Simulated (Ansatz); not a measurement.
# BFH3O2: the cost of one run

Program: Ansatz 0.2.0. Level of theory: UKS CAM-B3LYP/def2-SVP. These are calculated values, not measurements.

**1. The starting structure**

Bond lengths: B1–F2 1.570 Å, B1–O3 1.410 Å, O3–H4 1.010 Å, B1–O5 1.410 Å, O5–H6 1.010 Å. Angles: F2–B1–O3 120.0°, F2–B1–O5 120.0°, O3–B1–O5 120.0°, B1–O3–H4 109.5°, B1–O5–H6 109.5°.

Coordinates:

```xyz
7

B     0.0000    0.0000    0.0000
F     0.0000    0.0000    1.5700
O     1.2211    0.0000   -0.7050
H     1.5209   -0.9519   -0.8599
O    -1.2211    0.0000   -0.7050
H    -1.7308   -0.8467   -0.4965
H     0.0000    0.0000    2.7900
```

**2. Pulling towards end A**

Springs on the bonds that form and break draw the guess towards this end; the thresholds are loose.

Input file input.yaml:

```yaml
crystal:
  periodic: [false, false, false]
  atoms:
    - { symbol: B, position_ang: [0.0, 0.0, 0.0] }
    - { symbol: F, position_ang: [0.0, 0.0, 1.57] }
    - { symbol: O, position_ang: [1.2211, 0.0, -0.705] }
    - { symbol: H, position_ang: [1.5209, -0.9519, -0.8599] }
    - { symbol: O, position_ang: [-1.2211, 0.0, -0.705] }
    - { symbol: H, position_ang: [-1.7308, -0.8467, -0.4965] }
    - { symbol: H, position_ang: [0.0, 0.0, 2.79] }
magnetization:
  spin_polarized: true
  initial_magnetization: 1
basis:
  gaussian: { orbitals: def2-SVP }
hamiltonian:
  xc: cam_b3lyp
relax:
  f_tol: 0.15
  max_steps: 25
  restrain:
    - { distance: [1, 6], at: 2.12, k: 30.0 }
    - { distance: [0, 1], at: 1.32, k: 30.0 }
output:
  orbitals: {}
```

Command:

```sh
$ ansatz run input.yaml --threads 4 --pin off --max-ram 5120MiB --backend cpu --events-out ev --progress --plain --runs-dir out
```

**Question.** How long does this run take on 4 threads of Arm Neoverse V1, shared host, and how much memory does it need?

About 11 s, with a peak of 0.18 GiB.
